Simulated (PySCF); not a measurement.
**A gas-phase reaction: ClH3O2Si → ClH2OSi + HO**

Aim: the reaction energy of `O[SiH](O)Cl` → `O[SiH]Cl` + `[OH]`.

Programs: PySCF 2.14.0. All values are calculated, for the isolated system unless a continuum is named. Atoms count from 0, parts from 1.

## (1) The system as given

Each species was relaxed by itself at PBE0-D3(BJ)/def2-SVPD.

## (2) Reaction energy: wB97M-D3(BJ)/def2-TZVPD

The job: settings as JSON, then the geometry in Å.

```
{"job": {"kind": "react", "xc": "wB97M-D3(BJ)", "basis": "def2-TZVPD"}, "charge": 0, "multiplicity": 1}
-1 ClH3O2Si charge 0 multiplicity 1
O      0.428250     0.724630    -1.041560
Si     0.281010    -0.139970     0.362090
O     -0.867660    -1.300320     0.166460
Cl    -0.228230     1.203300     1.867480
H      0.716720     1.638890    -0.987790
H      1.514160    -0.835510     0.771070
H     -1.736990    -1.049430    -0.156370

+1 ClH2OSi charge 0 multiplicity 2
O      0.875290     0.791750    -0.170990
Si    -0.584260    -0.000330    -0.324490
Cl    -0.480190    -1.897290     0.551000
H      1.669390     0.363150    -0.502660
H     -1.553010     0.822060     0.461100

+1 HO charge 0 multiplicity 2
O      0.485810    -0.011430     0.007620
H     -0.488360     0.011130    -0.008340
```

Method: wB97M-D3(BJ)/def2-TZVPD reaction energy of separated species, gas phase.

Run with:

```sh
OMP_NUM_THREADS=1 python cluster_run.py task.json out
```

This one command runs all jobs of the session in turn.

The program printed:

```text
species 1 (ClH3O2Si)
coarse grid: 30504 points
cycle   1  E = -902.1679959916  dE =  3.701e-01  |g| = 9.025e-01  |ddm| = 1.988e+00
cycle   2  E = -902.1550708761  dE =  1.293e-02  |g| = 1.005e+00  |ddm| = 1.079e+00
cycle   3  E = -902.3196277004  dE = -1.646e-01  |g| = 5.638e-02  |ddm| = 5.461e-01
cycle   4  E = -902.3203022208  dE = -6.745e-04  |g| = 2.477e-02  |ddm| = 7.328e-02
cycle   5  E = -902.3204298471  dE = -1.276e-04  |g| = 4.515e-03  |ddm| = 2.302e-02
cycle   6  E = -902.3204365475  dE = -6.700e-06  |g| = 1.400e-03  |ddm| = 7.845e-03
final grid: 62208 points
cycle   7  E = -902.3203592279  dE = -3.775e-07  |g| = 1.486e-03  |ddm| = 3.127e-03
cycle   8  E = -902.3203591434  dE =  8.456e-08  |g| = 1.732e-03  |ddm| = 1.548e-03
cycle   9  E = -902.3203596165  dE = -4.731e-07  |g| = 7.204e-05  |ddm| = 7.773e-04
cycle  10  E = -902.3203596192  dE = -2.721e-09  |g| = 3.305e-05  |ddm| = 1.120e-04
cycle  11  E = -902.3203596198  dE = -5.857e-10  |g| = 6.154e-06  |ddm| = 6.643e-05
converged SCF energy = -902.3203596198

species 2 (ClH2OSi)
coarse grid: 22856 points
cycle   1  E = -826.2277390741  dE =  1.515e-01  |g| = 4.840e-01  |ddm| = 1.180e+00
cycle   2  E = -826.2091022246  dE =  1.864e-02  |g| = 5.789e-01  |ddm| = 6.028e-01
cycle   3  E = -826.3245659263  dE = -1.155e-01  |g| = 4.417e-02  |ddm| = 3.075e-01
cycle   4  E = -826.3256407234  dE = -1.075e-03  |g| = 2.062e-02  |ddm| = 6.294e-02
cycle   5  E = -826.3259122692  dE = -2.715e-04  |g| = 4.686e-03  |ddm| = 2.463e-02
cycle   6  E = -826.3259647517  dE = -5.248e-05  |g| = 1.688e-03  |ddm| = 1.636e-02
cycle   7  E = -826.3259745118  dE = -9.760e-06  |g| = 5.777e-04  |ddm| = 7.931e-03
final grid: 45624 points
cycle   8  E = -826.3259165362  dE = -7.591e-07  |g| = 3.355e-04  |ddm| = 1.815e-03
cycle   9  E = -826.3259167560  dE = -2.198e-07  |g| = 2.349e-04  |ddm| = 7.774e-04
cycle  10  E = -826.3259168167  dE = -6.061e-08  |g| = 1.441e-04  |ddm| = 3.356e-04
cycle  11  E = -826.3259168649  dE = -4.824e-08  |g| = 4.961e-05  |ddm| = 5.587e-04
cycle  12  E = -826.3259168668  dE = -1.886e-09  |g| = 6.598e-06  |ddm| = 9.556e-05
cycle  13  E = -826.3259168668  dE = -4.411e-11  |g| = 2.466e-06  |ddm| = 1.371e-05
converged SCF energy = -826.3259168668

species 3 (HO)
coarse grid: 7656 points
cycle   1  E = -75.7626905084  dE = -2.117e-01  |g| = 2.065e-01  |ddm| = 6.071e-01
cycle   2  E = -75.7743562863  dE = -1.167e-02  |g| = 1.451e-01  |ddm| = 1.776e-01
cycle   3  E = -75.7810753677  dE = -6.719e-03  |g| = 2.342e-02  |ddm| = 6.589e-02
cycle   4  E = -75.7812927960  dE = -2.174e-04  |g| = 4.864e-03  |ddm| = 1.316e-02
cycle   5  E = -75.7813162925  dE = -2.350e-05  |g| = 1.391e-03  |ddm| = 5.196e-03
cycle   6  E = -75.7813191885  dE = -2.896e-06  |g| = 2.758e-04  |ddm| = 2.194e-03
final grid: 16584 points
cycle   7  E = -75.7813217295  dE = -1.015e-07  |g| = 1.438e-04  |ddm| = 2.859e-04
cycle   8  E = -75.7813217541  dE = -2.463e-08  |g| = 8.051e-05  |ddm| = 1.408e-04
cycle   9  E = -75.7813217605  dE = -6.327e-09  |g| = 5.217e-05  |ddm| = 7.694e-05
cycle  10  E = -75.7813217630  dE = -2.527e-09  |g| = 2.901e-06  |ddm| = 6.798e-05
cycle  11  E = -75.7813217630  dE = -3.341e-11  |g| = 2.243e-06  |ddm| = 6.027e-06
converged SCF energy = -75.7813217630

Reaction energy = 134.952 kcal/mol
```

Run time: 46 s. Hardware: 1 thread of Arm Neoverse N1, shared host; peak memory 0.66 GiB.

Species by species (with the dispersion term, which the log's SCF energies lack):

| ν | species | energy (Eh) | HOMO (eV) |
| --- | --- | --- | --- |
| -1 | O[SiH](O)Cl | -902.32702 | -11.65 |
| +1 | O[SiH]Cl | -826.33032 | -8.34 |
| +1 | [OH] | -75.78163 | -11.87 |

## (3) Reaction energy: PBE0-D3(BJ)/def2-TZVPD

The job, as its differences from that of step 2:

```diff
@@ -1,2 +1,2 @@
-{"job": {"kind": "react", "xc": "wB97M-D3(BJ)", "basis": "def2-TZVPD"}, "charge": 0, "multiplicity": 1}
+{"job": {"kind": "react", "xc": "PBE0", "basis": "def2-TZVPD", "disp": "d3bj"}, "charge": 0, "multiplicity": 1}
 -1 ClH3O2Si charge 0 multiplicity 1
```

Method: PBE0-D3(BJ)/def2-TZVPD reaction energy of separated species, gas phase.

The program printed:

```text
species 1 (ClH3O2Si)
coarse grid: 7280 points
cycle   1  E = -901.6023578255  dE =  4.180e-01  |g| = 9.661e-01  |ddm| = 2.069e+00
cycle   2  E = -901.3430113327  dE =  2.593e-01  |g| = 1.532e+00  |ddm| = 1.423e+00
cycle   3  E = -901.7630001578  dE = -4.200e-01  |g| = 9.759e-02  |ddm| = 9.286e-01
cycle   4  E = -901.7649024030  dE = -1.902e-03  |g| = 4.325e-02  |ddm| = 1.145e-01
cycle   5  E = -901.7652710031  dE = -3.686e-04  |g| = 7.527e-03  |ddm| = 3.780e-02
cycle   6  E = -901.7652808526  dE = -9.849e-06  |g| = 3.698e-03  |ddm| = 7.084e-03
cycle   7  E = -901.7652833442  dE = -2.492e-06  |g| = 9.271e-04  |ddm| = 2.287e-03
final grid: 62208 points
cycle   8  E = -901.7648575131  dE = -2.745e-05  |g| = 6.142e-03  |ddm| = 2.712e-02
cycle   9  E = -901.7648500492  dE =  7.464e-06  |g| = 8.761e-03  |ddm| = 8.153e-03
cycle  10  E = -901.7648632144  dE = -1.317e-05  |g| = 6.636e-04  |ddm| = 5.015e-03
cycle  11  E = -901.7648632759  dE = -6.149e-08  |g| = 1.515e-04  |ddm| = 4.710e-04
cycle  12  E = -901.7648632807  dE = -4.758e-09  |g| = 4.098e-05  |ddm| = 1.608e-04
cycle  13  E = -901.7648632811  dE = -4.036e-10  |g| = 1.357e-05  |ddm| = 3.626e-05
converged SCF energy = -901.7648632811

species 2 (ClH2OSi)
coarse grid: 5576 points
cycle   1  E = -825.7705640230  dE =  2.067e-01  |g| = 5.137e-01  |ddm| = 1.224e+00
cycle   2  E = -825.5278495166  dE =  2.427e-01  |g| = 9.381e-01  |ddm| = 8.060e-01
cycle   3  E = -825.8685125586  dE = -3.407e-01  |g| = 7.932e-02  |ddm| = 5.464e-01
cycle   4  E = -825.8710670524  dE = -2.554e-03  |g| = 4.078e-02  |ddm| = 9.787e-02
cycle   5  E = -825.8718348281  dE = -7.678e-04  |g| = 6.095e-03  |ddm| = 3.763e-02
cycle   6  E = -825.8718578115  dE = -2.298e-05  |g| = 2.693e-03  |ddm| = 9.722e-03
cycle   7  E = -825.8718625976  dE = -4.786e-06  |g| = 5.826e-04  |ddm| = 3.105e-03
final grid: 45624 points
cycle   8  E = -825.8716964806  dE = -1.779e-05  |g| = 3.069e-03  |ddm| = 1.364e-02
cycle   9  E = -825.8716924770  dE =  4.004e-06  |g| = 4.381e-03  |ddm| = 4.065e-03
cycle  10  E = -825.8716991968  dE = -6.720e-06  |g| = 5.873e-04  |ddm| = 2.570e-03
cycle  11  E = -825.8716993061  dE = -1.093e-07  |g| = 9.517e-05  |ddm| = 3.563e-04
cycle  12  E = -825.8716993109  dE = -4.779e-09  |g| = 2.921e-05  |ddm| = 1.140e-04
cycle  13  E = -825.8716993115  dE = -5.559e-10  |g| = 1.343e-05  |ddm| = 3.961e-05
converged SCF energy = -825.8716993115

species 3 (HO)
coarse grid: 1712 points
cycle   1  E = -75.6674773173  dE = -1.165e-01  |g| = 2.230e-01  |ddm| = 6.103e-01
cycle   2  E = -75.6666123140  dE =  8.650e-04  |g| = 2.393e-01  |ddm| = 2.416e-01
cycle   3  E = -75.6874530230  dE = -2.084e-02  |g| = 2.664e-02  |ddm| = 1.261e-01
cycle   4  E = -75.6877091050  dE = -2.561e-04  |g| = 5.200e-03  |ddm| = 1.313e-02
cycle   5  E = -75.6877227493  dE = -1.364e-05  |g| = 9.120e-04  |ddm| = 3.509e-03
cycle   6  E = -75.6877237749  dE = -1.026e-06  |g| = 2.501e-04  |ddm| = 1.171e-03
final grid: 16584 points
cycle   7  E = -75.6876032283  dE = -1.036e-05  |g| = 1.730e-03  |ddm| = 3.850e-03
cycle   8  E = -75.6876030184  dE =  2.099e-07  |g| = 1.816e-03  |ddm| = 1.541e-03
cycle   9  E = -75.6876041530  dE = -1.135e-06  |g| = 1.662e-04  |ddm| = 8.907e-04
cycle  10  E = -75.6876041684  dE = -1.541e-08  |g| = 3.402e-05  |ddm| = 1.177e-04
cycle  11  E = -75.6876041699  dE = -1.562e-09  |g| = 7.110e-06  |ddm| = 5.221e-05
cycle  12  E = -75.6876041700  dE = -6.986e-11  |g| = 2.326e-06  |ddm| = 1.139e-05
converged SCF energy = -75.6876041700

Reaction energy = 129.787 kcal/mol
```

Run time: 22 s. Hardware: 1 thread of Arm Neoverse N1, shared host; peak memory 0.61 GiB.

Reaction energy at this level: 129.8 kcal/mol.

## (4) Side by side

Energies in kcal/mol, with wall time:

```csv
run,reaction,time
wB97M-D3(BJ)/def2-TZVPD,135.0,46 s
PBE0-D3(BJ)/def2-TZVPD,129.8,22 s
```

## (5) Outcome

| quantity | value |
| --- | --- |
| reaction energy (wB97M-D3(BJ)/def2-TZVPD) | 135.0 kcal/mol |
| ΔH, ΔG at 298 K (xTB thermal terms) | +131.7, +121.0 kcal/mol |
| range of the reaction energy over the runs of this table | 129.8 to 135.0 kcal/mol |

In words: The reaction is endothermic by 131.7 kcal/mol in the gas phase; dispersion gives +1.22, and xTB itself gave 165.0 for the electronic energy (xTB energies and thermal terms come from the earlier relaxation of each species, not shown). No barrier was sought. xTB and this level differ widely in the electronic energy, so what comes from xTB (the thermal terms above all) is less safe here. The reaction energy runs from 129.8 (PBE0-D3(BJ)/def2-TZVPD) to 135.0 kcal/mol (wB97M-D3(BJ)/def2-TZVPD).
